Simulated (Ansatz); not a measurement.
# CH3ClOS2W: a ladder of functionals and wavefunction methods

One table from this session's results is given with a row withheld; the runs are named, their logs left out.

The runs use Ansatz 0.2.0, Gaussian basis; functionals in def2-TZVPP, the program's frozen cores in correlated methods.

Levels to be run: LDA (SPW92), PBE-D4, revPBE-D4, BLYP-D4, r2SCAN-D4, B97M-V, PBE0-D4, B3LYP-D4, r2SCANh-D4, r2SCAN0-D4, HSE06-D4, BHLYP-D4, CAM-B3LYP-D4, LC-ωPBE, ωB97X-V, ωB97M-V, B2PLYP, PBE-QIDH; CCSD(T)/def2-SVP; CCSD(T)/def2-TZVPP; MP2/def2-QZVPP; extrapolation to the limit; RPA on PBE.

**The geometry**

All runs share one geometry, relaxed beforehand with PBE0-D4 in a triple-zeta def2 set. W takes the def2 core potential; no spin-orbit term is included.

SMILES `C[O][W](=[S])(=[S])[Cl]`, 9 atoms, charge 0, spin multiplicity 1.

Atoms are counted from 1 here; the program's logs count them from 0.

Bond lengths: C1–O2 1.404 Å, C1–H7 1.091 Å, C1–H8 1.093 Å, C1–H9 1.093 Å, O2–W3 1.829 Å, W3–S4 2.122 Å, W3–S5 2.122 Å, W3–Cl6 2.258 Å. Angles: O2–C1–H7 108.3°, O2–C1–H8 109.6°, O2–C1–H9 109.7°, H7–C1–H8 109.7°, H7–C1–H9 109.7°, H8–C1–H9 109.8°, C1–O2–W3 145.4°, O2–W3–S4 108.3°, O2–W3–S5 108.3°, O2–W3–Cl6 111.3°, S4–W3–S5 108.2°, S4–W3–Cl6 110.4°, S5–W3–Cl6 110.4°.

Geometry (Å):

```
C     0.87084   -1.37809   -0.16518
O     0.35755   -0.21900    0.43905
W    -0.73855    1.22996    0.22917
S    -2.67967    0.52918   -0.26260
S    -0.01824    2.38065   -1.40142
Cl   -0.80715    2.48366    2.10611
H     1.52436   -1.87731    0.55195
H     1.44174   -1.10546   -1.05615
H     0.04911   -2.04358   -0.44093
```

The first run:

in.yaml reads:

```yaml
crystal:
  periodic: [false, false, false]
  atoms:
    - {symbol: C, position_ang: [0.870845, -1.378087, -0.165178]}
    - {symbol: O, position_ang: [0.357552, -0.219004, 0.439047]}
    - {symbol: W, position_ang: [-0.738554, 1.229959, 0.229165]}
    - {symbol: S, position_ang: [-2.679671, 0.529176, -0.262595]}
    - {symbol: S, position_ang: [-0.018239, 2.380648, -1.401419]}
    - {symbol: Cl, position_ang: [-0.807151, 2.483662, 2.106111]}
    - {symbol: H, position_ang: [1.524363, -1.877306, 0.551953]}
    - {symbol: H, position_ang: [1.441743, -1.105460, -1.056151]}
    - {symbol: H, position_ang: [0.049113, -2.043578, -0.440932]}
basis:
  gaussian: {orbitals: def2-TZVPP}
hamiltonian: {xc: lda}
output: {orbitals: {seedname: orbitals}}
```

Launch:

```console
> ansatz run in.yaml --threads 2 --pin off --events-out ev --progress --plain --max-ram 32768MiB --backend cuda --devices 0, --max-vram 18GiB
```

Among the steps run: LDA; PBE-D4 (GGA); revPBE-D4 (GGA); BLYP-D4 (GGA); r2SCAN-D4 (meta-GGA); B97M-V (meta-GGA); B3LYP-D4 (hybrid); r2SCANh-D4 (hybrid); r2SCAN0-D4 (hybrid); HSE06-D4 (hybrid); BHLYP-D4 (hybrid); CAM-B3LYP-D4 (range-separated); LC-ωPBE (range-separated); ωB97X-V (range-separated); ωB97M-V (range-separated); B2PLYP (double hybrid); PBE-QIDH (double hybrid).

One of the session's tables, all rows but one given; the rest of the session is left out.

It belongs to the step «Orbital energies across the functionals». 

```
  functional  HOMO (eV)  LUMO (eV)  gap (eV)
 LDA (SPW92)          ?          ?         ?
      PBE-D4      -6.12      -3.44      2.68
   revPBE-D4      -6.07      -3.37      2.70
     BLYP-D4      -5.93      -3.28      2.65
   r2SCAN-D4      -6.40      -3.43      2.97
      B97M-V      -6.44      -3.38      3.07
     PBE0-D4      -7.22      -2.77      4.45
    B3LYP-D4      -6.97      -2.92      4.05
  r2SCANh-D4      -6.80      -3.17      3.63
  r2SCAN0-D4      -7.40      -2.76      4.64
    HSE06-D4      -6.83      -3.14      3.69
    BHLYP-D4      -8.14      -1.90      6.24
CAM-B3LYP-D4      -8.38      -1.73      6.65
     LC-ωPBE      -9.67      -0.75      8.91
     ωB97X-V      -9.34      -0.78      8.56
     ωB97M-V      -9.18      -0.77      8.41
```

**Question.** Estimate the row for LDA (SPW92).

**Answer.** HOMO (eV): -6.27; LUMO (eV): -3.63; gap (eV): 2.64. In the column «HOMO (eV)» it lies between r2SCAN-D4 (-6.40) and PBE-D4 (-6.12).
